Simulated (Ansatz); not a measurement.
# ZnCu: properties at the relaxed cell

One table from this session's results is given with a row withheld; the runs are named, their logs left out.

Method: DFT PBE, scalar-relativistic, plane waves, PAW, in Ansatz 0.2.0.

1 further run of the same task is left out (set aside as unsound or not needed).

### The structure to begin with

Symmetry: Pm-3m, No. 221, cubic system. Conventional cell: a = 2.963 Å, b = 2.963 Å, c = 2.963 Å, α = 90.00°, β = 90.00°, γ = 90.00°. Around Zn (site symmetry m-3m) lie 8 Cu at 2.57 Å. Cu (site symmetry m-3m) is surrounded by 8 Zn at 2.57 Å.

Structure file:

```cif
data_structure
_symmetry_space_group_name_H-M 'P 1'
_symmetry_Int_Tables_number 1
_cell_length_a 2.9632
_cell_length_b 2.9632
_cell_length_c 2.9632
_cell_angle_alpha 90.000
_cell_angle_beta 90.000
_cell_angle_gamma 90.000
_cell_volume 26.02
loop_
_atom_site_label
_atom_site_type_symbol
_atom_site_fract_x
_atom_site_fract_y
_atom_site_fract_z
_atom_site_occupancy
Zn1 Zn 0.50000 0.50000 0.50000 1
Cu1 Cu 0.00000 0.00000 0.00000 1
```

This cell was relaxed beforehand with the same method: volume 13.01 Å³/atom, gap on the mesh none (metal).

Set-up of the first run:

input.yaml reads:

```yaml
crystal:
  lattice:
    - [2.9631826013, 0.0, 0.0]
    - [0.0, 2.9631826013, 0.0]
    - [0.0, 0.0, 2.9631826013]
  atoms:
    - { symbol: Zn, position: [0.5, 0.5, 0.5] }
    - { symbol: Cu, position: [0.0, 0.0, 0.0] }
basis:
  ecutwfc: 420
kpoints:
  mp_grid: { grid: [14, 14, 14] }
  band_path:
    path:
      - [[0.0, 0.0, 0.0], [0.0, 0.5, 0.0], [0.5, 0.5, 0.0], [0.0, 0.0, 0.0], [0.5, 0.5, 0.5], [0.0, 0.5, 0.0]]
      - [[0.5, 0.5, 0.5], [0.5, 0.5, 0.0]]
    npoints: 14
hamiltonian:
  xc: pbe
scf:
  occupations: { method: gaussian, width: 0.1 }
  n_extra_bands: 6
output:
  forces: true
  stress: true
  eigenvalues: true
  populations: true
  dos: { projected: true, de: 0.02, nscf_kmesh: { grid: [21, 21, 21] } }
  bader: true
  write_density: true
  write_potential: true
  elf: true
  volumetric_format: npy
```

The run is started by

```console
ansatz run input.yaml --threads 1 --pin off --max-ram 2560MiB --backend cpu --events-out ev --progress --plain --runs-dir out
```

Steps of the session up to this table: Bands, states and charges; The cell under PBEsol; Relaxing with LDA; The cell under PBE+D3(BJ).

One table of the session follows, with a row left open; its other results are not shown here.

It belongs to the step «One structure, several functionals». 

| functional | a (Å) | b (Å) | c (Å) | volume (Å³/atom) |
| --- | --- | --- | --- | --- |
| PBE | 2.963 | 2.963 | 2.963 | 13.01 |
| PBEsol | 2.908 | 2.908 | 2.908 | 12.30 |
| LDA | ? | ? | ? | ? |
| PBE+D3(BJ) | 2.910 | 2.910 | 2.910 | 12.32 |

**Question.** Estimate the row for LDA.

The run gave: a (Å): 2.869; b (Å): 2.869; c (Å): 2.869; volume (Å³/atom): 11.81. In the column «a (Å)» it is the lowest.
